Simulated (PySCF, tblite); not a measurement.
# C4H8B radical: geometry, infrared bands and EPR parameters

Wanted: the infrared bands and EPR parameters of C4H8B radical (`B[C@@H]([CH2])C=C`), by calculation.

The runs use tblite 0.8.0 and PySCF 2.14.0, with density-fitted response routines of our own; the level of theory stands in each step. All values are computed, except where a source is named. Atoms count from 0, in the outputs and in this text.

**1. The starting structure**

13 atoms, charge 0, multiplicity 2; geometry from: force field or distance geometry start.

Bonds of the start (Å): B0–C1 1.58, C1–C2 1.50, C1–C3 1.49, C3–C4 1.34, B0–H5 1.21, B0–H6 1.19, C1–H7 1.11, C2–H8 1.11, C2–H9 1.13, C3–H10 1.08, C4–H11 1.09, C4–H12 1.10.

**2. Optimising the geometry with GFN2-xTB**

The job: settings as JSON, then the geometry in Å.

```
{"job": {"kind": "relax", "xc": "GFN2-xTB", "basis": "xTB"}, "charge": 0, "multiplicity": 2}
B     -1.177500     1.085000     0.520300
C     -0.293500    -0.196600     0.231800
C     -1.024800    -1.252900    -0.533700
C      0.922900     0.210600    -0.526600
C      2.096700    -0.032700     0.064700
H     -2.375700     0.952400     0.648000
H     -0.814800     2.155100     0.162900
H      0.001700    -0.603400     1.218100
H     -1.869800    -0.762800    -1.060100
H     -1.505800    -1.980700     0.188900
H      0.854700     0.668800    -1.504200
H      2.996200     0.255500    -0.482900
H      2.185500    -0.497800     1.055000
```

Started as:

```bash
> OMP_NUM_THREADS=1 python probes_run.py task.json out
```

One launch serves the whole session: the jobs run in the order shown.

**Question.** This job is followed by: GFN2-xTB harmonic vibrations, gas phase; UKS B3LYP, pcH-1 on B C H, non-relativistic, mean-field spin-orbit, GIAO. What will the session give for the following? strongest single infrared mode (GFN2-xTB); zero-point energy (GFN2-xTB); g(iso) (B3LYP); ⟨S²⟩; largest a(iso); potential on the surface of density 0.002 e/bohr³, 1st and 99th percentile.

The runs gave:

| quantity | value |
| --- | --- |
| strongest single infrared mode (GFN2-xTB) | 2651 cm⁻¹, 151 km/mol |
| zero-point energy (GFN2-xTB) | 65.6 kcal/mol |
| g(iso) (B3LYP) | 2.00288 |
| ⟨S²⟩ | 0.770 (exact 0.75) |
| largest a(iso) | 1H on H9, 42.5 MHz |
| potential on the surface of density 0.002 e/bohr³, 1st and 99th percentile | -0.79 V and 1.07 V |

**Reading.** Relaxing lowered the energy by 2.072 eV in 77 steps; the close pair that moved most is B0–C2, from 2.569 to 1.612 Å. The frame itself reshapes: B0···C2 goes from 2.57 to 1.61 Å. No mode is imaginary among the 33: a minimum at this level. The strongest single mode, at 2651 cm⁻¹, moves mainly H6 and H5. Unscaled tight-binding wavenumbers are off by several per cent, some by more. Its intensities can rank the bands wrongly. The structure rearranged or came apart on optimisation; the results belong to the end geometry, not to the formula as drawn. The largest spin populations lie on C4 (0.49 e), C1 (0.43 e). The isotropic g lies 0.6 ppt above the free-electron value. The conformer search found further structures of the same energy, which may be mirror or relabelled copies of this one.
